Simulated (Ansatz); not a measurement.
# Si3H8 (SMILES [SiH3][SiH2][SiH3]): revPBE/6-31G(d) (spherical functions)

Aim: the electronic atomisation energy of Si3H8 at revPBE/6-31G* (spherical functions), from 3 runs. 

The calculation is run with Ansatz 0.2.0.

34 further runs of the same task are left out: 34 set aside as unsound or not needed.

### Step 1. The structure to begin with

Si3H8: 11 atoms, total charge 0, spin state singlet. SMILES: `[SiH3][SiH2][SiH3]`. Geometry: relaxed at PBE0-D4/def2-TZVP.

Bond lengths: Si1–Si2 2.338 Å, Si2–Si3 2.338 Å, Si1–H4 1.488 Å, Si1–H5 1.488 Å, Si1–H6 1.488 Å, Si2–H7 1.490 Å, Si2–H8 1.490 Å, Si3–H9 1.488 Å, Si3–H10 1.488 Å, Si3–H11 1.488 Å. Some angles: Si1–Si2–Si3 110.4°, Si1–Si2–H7 109.6°, Si1–Si2–H8 109.6°, Si3–Si2–H7 109.6°, Si3–Si2–H8 109.6°, Si2–Si1–H4 111.2°, Si2–Si1–H5 109.8°, Si2–Si1–H6 109.8°, Si2–Si3–H9 109.8°, Si2–Si3–H10 109.8°.

### Step 2. A single-point energy at revPBE/6-31G(d) (spherical functions)

File in.yaml:

```yaml
crystal:
  periodic: [false, false, false]
  atoms:
    - symbol: Si
      position_ang: [-1.292570, 1.366730, -0.525270]
    - symbol: Si
      position_ang: [-0.462570, -0.807300, -0.296320]
    - symbol: Si
      position_ang: [1.631930, -0.774400, 0.742750]
    - symbol: H
      position_ang: [-2.625850, 1.367720, -1.185120]
    - symbol: H
      position_ang: [-0.354030, 2.180440, -1.344070]
    - symbol: H
      position_ang: [-1.422540, 2.000090, 0.814640]
    - symbol: H
      position_ang: [-0.343400, -1.440160, -1.640160]
    - symbol: H
      position_ang: [-1.410380, -1.620800, 0.516390]
    - symbol: H
      position_ang: [1.515950, -0.154940, 2.090430]
    - symbol: H
      position_ang: [2.583820, 0.031780, -0.068050]
    - symbol: H
      position_ang: [2.179610, -2.149160, 0.894770]
basis:
  gaussian: {orbitals: 6-31G_st_-spherical.json}
hamiltonian: {xc: {name: revPBE}}
accuracy: high
output: {orbitals: {seedname: orbitals}}
```

The basis set 6-31G* is read from a file made from the Basis Set Exchange's data (not shown).

Run with:

```bash
$ ansatz run in.yaml --threads 1 --pin off --max-ram 3480MiB --events-out events.jsonl --progress --plain --runs-dir runs
```

Standard output:

```text
Warning: RAYON_NUM_THREADS=1 ignored (pool sized by the plan → 1); use --threads N
Functional definition: revPBE
  name "revPBE"
  parameter kappa = 1.245
  parameter beta = 0.06672455060314922
  exchange = pbe_x(kappa = kappa, mu = beta*pi^2/3)
  correlation = pbe_c(beta = beta)
1621 factors; integrals over basis functions are off by at most 3.4e-9 eV
mean field evaluation 1: about -23755.2557 eV, gradient 1.4e1 eV
mean field evaluation 2: about -23756.0762 eV, gradient 6.7e0 eV
mean field evaluation 4: about -23756.2754 eV, gradient 3.6e-1 eV
mean field evaluation 8: about -23756.2588 eV, gradient 1.7e-2 eV
mean field evaluation 16: about -23756.2588 eV, gradient 4.9e-7 eV
mean field -23756.25877946 eV, -873.0264075746 hartree, gradient 3.7e-8 eV, S^2 0.000000; 0 other end points of the search recorded, 0 dependent functions left out
reference -23756.25878530 eV, -873.0264077891 hartree; 25, 25 occupied and 45, 45 virtual orbitals, 1621 factors
Total energy: -23756.25878530 eV, -873.0264077891 hartree
```

Run time: 2.6 s. Hardware: 1 thread of AMD EPYC 9R45 (Zen 5), shared host; peak memory 0.21 GiB.

### Step 3. The H atom

File job.yaml:

```yaml
crystal:
  periodic: [false, false, false]
  atoms:
    - {symbol: H, position_ang: [0.000000, 0.000000, 0.000000]}
basis:
  gaussian: {orbitals: "6-31G*"}
magnetization: {spin_polarized: true, initial_magnetization: 1}
hamiltonian: {xc: {name: revPBE}}
accuracy: high
```

Run with:

```bash
$ ansatz run job.yaml --threads 1 --pin off --max-ram 3480MiB --events-out events.jsonl --progress --plain --runs-dir runs
```

Standard output (excerpt; [...] marks lines left out):

```text
Warning: RAYON_NUM_THREADS=1 ignored (pool sized by the plan → 1); use --threads N
[... 6 set-up lines as earlier in the session ...]
3 factors; integrals over basis functions are off by at most 5.4e-10 eV
mean field evaluation 1: about -13.6592 eV, gradient 1.3e-1 eV
mean field evaluation 2: about -13.6582 eV, gradient 1.5e-1 eV
mean field evaluation 4: about -13.6584 eV, gradient 9.0e-7 eV
mean field evaluation 8: about -13.6584 eV, gradient 5.2e-10 eV
mean field -13.65837642 eV, -0.5019360756 hartree, gradient 3.5e-9 eV, S^2 0.750000; 0 other end points of the search recorded, 0 dependent functions left out
reference -13.65837845 eV, -0.5019361500 hartree; 1, 0 occupied and 1, 2 virtual orbitals, 3 factors
Total energy: -13.65837845 eV, -0.5019361500 hartree
```

It took 0.06 s on 1 thread of AMD EPYC 9R45 (Zen 5), shared host.

### Step 4. The Si atom, same level

File input.yaml:

```yaml
crystal:
  periodic: [false, false, false]
  atoms:
    - {symbol: Si, position_ang: [0.000000, 0.000000, 0.000000]}
basis:
  gaussian:
    orbitals: 6-31G_st_-spherical.json
magnetization:
  spin_polarized: true
  initial_magnetization: 2
hamiltonian:
  xc: {name: revPBE}
accuracy: high
```

The basis set 6-31G* is read from a file made from the Basis Set Exchange's data (not shown).

Run the same way, it converges to -289.29303 Eh (log not shown).

### Step 5. Results

Level: revPBE/6-31G* (spherical functions).

| quantity | value |
| --- | --- |
| molecule: total energy | -873.02641 Eh |
| molecule: HOMO energy | -6.88 eV |
| molecule: LUMO energy | -0.58 eV |
| molecule: HOMO–LUMO gap | 6.30 eV |
| H atom: total energy | -0.50194 Eh |
| H atom: ⟨S²⟩ | 0.750 |
| Si atom: total energy | -289.29303 Eh |
| Si atom: ⟨S²⟩ | 2.002 |
| electronic atomisation energy | 30.798 eV |

Taking the molecule apart into free atoms costs 30.80 eV (2972 kJ/mol), before zero-point energy and without spin-orbit coupling.
